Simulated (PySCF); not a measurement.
Molecule: FC3SH3, in a box.

```
F C S H
1.0
    13.00000    0.00000    0.00000
     0.00000   14.00000    0.00000
     0.00000    0.00000   12.00000
F C S H
1 3 1 3
Direct
  0.50078 0.64910 0.60028
  0.55744 0.59418 0.52759
  0.49662 0.51437 0.48466
  0.48396 0.42659 0.45970
  0.37679 0.49625 0.40539
  0.62521 0.56705 0.57145
  0.58178 0.63988 0.45831
  0.51072 0.35390 0.45814
```

Base run:

* Program: PySCF 2.14.0
* Functional: PBE
* Potentials or basis: cc-pvdz (all-electron)
* k mesh: 1 × 1 × 1
* Occupations: fixed
* Spin: no spin polarisation

Its results: gap between the frontier levels 2.60 eV.

**Question.** The run is repeated on the same cell with these changes: functional from PBE to M06-L. What comes out?

**Answer.** Gap between the frontier levels 3.00 eV.

Caveats: this is a molecule in a periodic box at the Γ point, so its band gap is the HOMO-LUMO gap; the basis of atomic orbitals isn't converged, which shifts pressures, moduli and gaps.

